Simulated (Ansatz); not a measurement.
# W (W (100), 6 layers): how the settings move a single-point run

How sensitive is a single-point run of W (W (100), 6 layers) to its settings? A reference run comes first, then two runs with altered input.

Method: reference: DFT, PBE, PAW with Ansatz's default frozen-core files, scalar-relativistic, in Ansatz 0.2.0.

### Step 1. Starting point

It takes space group P4/nmm (No. 129, tetragonal). Conventional cell: a = 3.183 Å, b = 3.183 Å, c = 23.959 Å, α = 90.00°, β = 90.00°, γ = 90.00°. W (site symmetry 4mm) is surrounded by 4 W at 2.65 Å. W (site symmetry 4mm) has 8 W at 2.65 to 2.79 Å as nearest neighbours. W (site symmetry 4mm) has 14 W at 2.73 to 3.19 Å as nearest neighbours.

Coordinates:

```xyz
6
Lattice="3.1834 0.0000 0.0000 0.0000 3.1834 0.0000 0.0000 0.0000 23.9585" Properties=species:S:1:pos:R:3 pbc="T T T"
W     0.7959    0.7959    8.1571
W     2.3876    2.3876    9.5612
W     0.7959    0.7959   11.2090
W     2.3876    2.3876   12.7495
W     0.7959    0.7959   14.3973
W     2.3876    2.3876   15.8014
```

### Step 2. Reference

The input, input.yaml:

```yaml
crystal:
  lattice:
    - [3.1834185694, 0.0, 0.0]
    - [0.0, 3.1834185694, 0.0]
    - [0.0, 0.0, 23.9585]
  atoms:
    - { symbol: W, position: [0.25, 0.25, 0.3404682231] }
    - { symbol: W, position: [0.75, 0.75, 0.3990730829] }
    - { symbol: W, position: [0.25, 0.25, 0.4678512185] }
    - { symbol: W, position: [0.75, 0.75, 0.5321487837] }
    - { symbol: W, position: [0.25, 0.25, 0.6009269158] }
    - { symbol: W, position: [0.75, 0.75, 0.659531776] }
  periodic: [true, true, false]
kpoints:
  mp_grid: { grid: [11, 11, 1] }
scf:
  occupations: { method: fermi_dirac, width: 0.08 }
hamiltonian:
  xc: pbe
  pseudopotentials: { kind: paw }
output:
  forces: true
  stress: true
  eigenvalues: true
```

Launch:

```
$ ansatz run input.yaml --threads 2 --pin off --max-ram 5120MiB --backend cpu --events-out ev --progress --plain --runs-dir out
```

### Step 3. Changing settings: mp_grid.grid [16, 16, 1]

input.yaml: that of step 2 with these lines changed.

```diff
@@ -14,3 +14,3 @@
 kpoints:
-  mp_grid: { grid: [11, 11, 1] }
+  mp_grid: { grid: [16, 16, 1] }
 scf:
```

### Step 4. Changed: eigensolver.kind davidson, mixing.algorithm anderson, mixing.beta 0.3, hubbard.sites [{species: W, l: d, u_eff: 4.0}], hubbard.double_counting fll

input.yaml: that of step 2 with these lines changed.

```diff
@@ -17,2 +17,4 @@
   occupations: { method: fermi_dirac, width: 0.08 }
+  eigensolver: { kind: davidson }
+  mixing: { algorithm: anderson, beta: 0.3 }
 hamiltonian:
@@ -20,2 +22,3 @@
   pseudopotentials: { kind: paw }
+  hubbard: { sites: [{ species: W, l: d, u_eff: 4.0 }], double_counting: fll }
 output:
```

What does the calculation give? Wanted: for each run, ending; energy change; gap; force.

The runs gave:

```
                                                                                                                                                  run     ending                                        energy change  gap (eV)  force (eV/Å)  cycles  time
                                                                                                                                            reference  converged                                                    0      0.00          0.01       8  13 s
                                                                                                                          1: mp_grid.grid [16, 16, 1]  converged                                        +0.4 meV/atom      0.00          0.05       8  26 s
2: eigensolver.kind davidson, mixing.algorithm anderson, mixing.beta 0.3, hubbard.sites [{species: W, l: d, u_eff: 4.0}], hubbard.double_counting fll  converged  +4.86 eV/atom (U changed: no physical gain or loss)      0.00          0.41      22  34 s
```

Residual by cycle in the longest SCF loop of each run; runs are numbered as in the table. The quantity is the density residual dr2, in eV.

```
cycle  reference   run 1    run 2
    1       1.86    1.84     36.5
    3     0.0217  0.0226     2.67
    5     5.7e-5  6.4e-5     1.08
    7     1.1e-6  7.9e-7    0.162
    9          -       -  0.00861
   11          -       -   8.6e-4
   12          -       -   1.7e-4
   14          -       -   2.6e-5
   16          -       -   1.4e-5
   18          -       -   1.4e-6
   20          -       -   3.8e-7
   22          -       -   5.5e-8
```

What this shows: «mp_grid.grid [16, 16, 1]» moves the energy by +0.4 meV/atom. A changed U is a change of model: its shifts are not errors of convergence.
